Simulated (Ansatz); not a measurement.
# GeP₂H (quartet): wave-function methods side by side at a displaced geometry (v1), cc-pVDZ

The task here is to estimate one member of a computed series from the others.

The runs use Ansatz 0.2.0, Gaussian basis; cc-pVDZ, core rule «outside noble gas», up to 24 orbitals frozen.

Plan: UHF; CCSD(T) on ROHF; CCSD(T) on UHF; BCCD(T) on ROHF; CISD; CCSDT(Q) on ROHF; CCSDT(Q) on UHF.

32 further runs of the same task are left out: 5 for a known fault of the program, 11 that didn't finish, 16 set aside as unsound or not needed.

### What is computed

The geometry is a PBE0/def2-TZVP stationary point (not a proven minimum) with its atoms shifted at random (size 0.040 Å). No spin-orbit coupling is included. The filled d shell of Ge may be among the frozen orbitals whatever the setting's name suggests; the logs give the count.

4 atoms, charge 0, spin multiplicity 4.

Atoms are counted from 1 here; the program's logs count them from 0.

Bond lengths: Ge1–P2 2.256 Å, P2–P3 2.085 Å, P2–H4 1.417 Å. Angles: Ge1–P2–P3 139.2°, Ge1–P2–H4 118.0°, P3–P2–H4 102.8°.

The first run:

The input, in.yaml:

```yaml
crystal:
  periodic: [false, false, false]
  atoms:
    - {symbol: Ge, position_ang: [-0.010162, -0.125145, 1.439336]}
    - {symbol: P, position_ang: [-0.010995, 0.535729, -0.718051]}
    - {symbol: P, position_ang: [0.036969, -0.304915, -2.625344]}
    - {symbol: H, position_ang: [-0.065808, 1.926066, -0.987996]}
basis:
  gaussian: {orbitals: cc-pVDZ}
magnetization: {spin_polarized: true, initial_magnetization: 3}
hamiltonian: {xc: hf}
output: {orbitals: {seedname: orbitals}}
```

The run is started by

```sh
$ ansatz run in.yaml --threads 1 --pin off --events-out ev --progress --plain --max-ram 2393MiB
```

Among the steps run: UHF; CCSD(T) on ROHF; CCSD(T) on UHF; BCCD(T) on ROHF; CISD; CCSDT(Q) on ROHF; CCSDT(Q) on UHF.

One of the session's tables, all rows but one given; the rest of the session is left out.

It belongs to the step «Misses and costs». 

| method | from UCCSDT(Q) (kJ/mol) |
| --- | --- |
| ROHF | +867.7 |
| UHF | +828.2 |
| RMP2 | +161.7 |
| UMP2 | +163.4 |
| CISD | ? |
| RCCSD | +45.0 |
| UCCSD | +42.7 |
| RCCSD(T) | +9.4 |
| UCCSD(T) | +9.0 |
| BCCD(T) | +8.6 |
| RCCSDT | +3.9 |
| UCCSDT | +3.2 |
| RCCSDT(Q) | +0.6 |
| UCCSDT(Q) | 0 |

Estimate the missing values for CISD.

**Answer.** from UCCSDT(Q) (kJ/mol): +150.2. In the column «from UCCSDT(Q) (kJ/mol)» it lies between RCCSD (+45.0) and RMP2 (+161.7).

Caveats from the session: Restricted and unrestricted rows rest on different reference determinants; where their highest levels disagree by more than a few hundredths of an eV, they describe different states and don't form one ladder.
